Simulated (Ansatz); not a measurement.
**MoNH (triplet): the correlation ladder, def2-QZVPP**

An exercise on one series of results from a longer session: the logs are not shown, and one member is left open.

The runs use Ansatz 0.2.0, Gaussian basis; def2-QZVPP, core rule «outside noble gas», up to 5 orbitals frozen.

Plan: UHF; ROHF; CCSD(T) on UHF.

2 further runs of the same task are left out: 2 set aside as unsound or not needed. Runs told in other sessions of the task aren't counted.

## The geometry

The geometry is a PBE0/def2-TZVP stationary point (not a proven minimum). No spin-orbit coupling is included. Elements past krypton take def2 core potentials.

3 atoms, charge 0, spin multiplicity 3.

Atoms are counted from 1 here; the program's logs count them from 0.

Bond lengths: Mo1–N2 1.671 Å, N2–H3 1.015 Å. Angles: Mo1–N2–H3 180.0°.

Set-up of the first run:

Contents of in.yaml:

```yaml
crystal:
  periodic: [false, false, false]
  atoms:
    - {symbol: Mo, position_ang: [0.000000, 0.000000, 1.452433]}
    - {symbol: N, position_ang: [0.000000, 0.000000, -0.218867]}
    - {symbol: H, position_ang: [0.000000, 0.000000, -1.233567]}
basis:
  gaussian: {orbitals: "def2-QZVPP.json"}
magnetization: {spin_polarized: true, initial_magnetization: 2}
hamiltonian: {xc: hf}
output: {orbitals: {seedname: orbitals}}
```

Run with:

```sh
$ ansatz run in.yaml --threads 1 --pin off --events-out ev --progress --plain --max-ram 4096MiB --backend cpu
```

Steps of the session up to this table: UHF; ROHF; CCSD(T) on UHF.

One of the session's tables, all rows but one given; the rest of the session is left out.

```
  method  from UCCSD(T) (kJ/mol)
    ROHF                 +1196.9
     UHF                 +1093.8
    UMP2                  +135.5
   UCCSD                       ?
UCCSD(T)                       0
```

**Question.** Estimate the row for UCCSD.

As computed: from UCCSD(T) (kJ/mol): +72.9. In the column «from UCCSD(T) (kJ/mol)» it lies between UCCSD(T) (0) and UMP2 (+135.5).

To keep in mind: The determinant of HF (⟨S²⟩ 3.21) is far from a pure spin state, so its energy mixes those of several spin states; that is harmless only where they are near-degenerate. The determinant of CCSD(T) (⟨S²⟩ 3.21) is far from a pure spin state, so its energy mixes those of several spin states; high orders of coupled cluster remove much of that, low ones don't.
